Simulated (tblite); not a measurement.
# C2H11GeNSi: the cost of one run

The runs use tblite 0.8.0 and PySCF 2.14.0, with density-fitted response routines of our own; the level of theory stands in each step. All values are computed, except where a source is named. Atoms are numbered from 0 throughout.

## (1) The molecule as given

16 atoms, charge 0, multiplicity 1; geometry from: force field or distance geometry start.

Bonds of the start (Å): C0–Ge1 1.96, Ge1–C2 1.94, C2–Si3 1.86, Si3–N4 1.79, C0–H5 1.10, C0–H6 1.10, C0–H7 1.11, Ge1–H8 1.55, Ge1–H9 1.54, C2–H10 1.12, C2–H11 1.10, Si3–H12 1.47, Si3–H13 1.48, N4–H14 1.06, N4–H15 1.05.

## (2) Geometry optimisation with GFN2-xTB

What the job is given:

```
{"job": {"kind": "relax", "xc": "GFN2-xTB", "basis": "xTB"}, "charge": 0, "multiplicity": 1}
C      2.149900     0.038700     0.691300
Ge     0.872600     1.065400    -0.388300
C     -0.354100    -0.141900    -1.277300
Si    -1.335700    -1.130100    -0.041600
N     -2.306400    -0.057000     1.018800
H      2.892800     0.728400     1.120200
H      2.646400    -0.707100     0.047400
H      1.608200    -0.468400     1.517600
H      0.103600     2.042600     0.530500
H      1.653600     1.867700    -1.441600
H     -1.068000     0.456200    -1.900600
H      0.203400    -0.831000    -1.934300
H     -2.242400    -2.045700    -0.743800
H     -0.413800    -1.934200     0.793200
H     -2.781300     0.639600     0.383800
H     -1.636300     0.485900     1.613000
```

On the command line:

```bash
> OMP_NUM_THREADS=1 python probes_run.py task.json out
```

This one command runs all jobs of the session in turn.

**Question.** How long does this first job take on 1 thread of Intel Xeon at 2.50GHz, shared host, and how much memory does it need?

About 1.7 s, with a peak of 0.18 GiB.
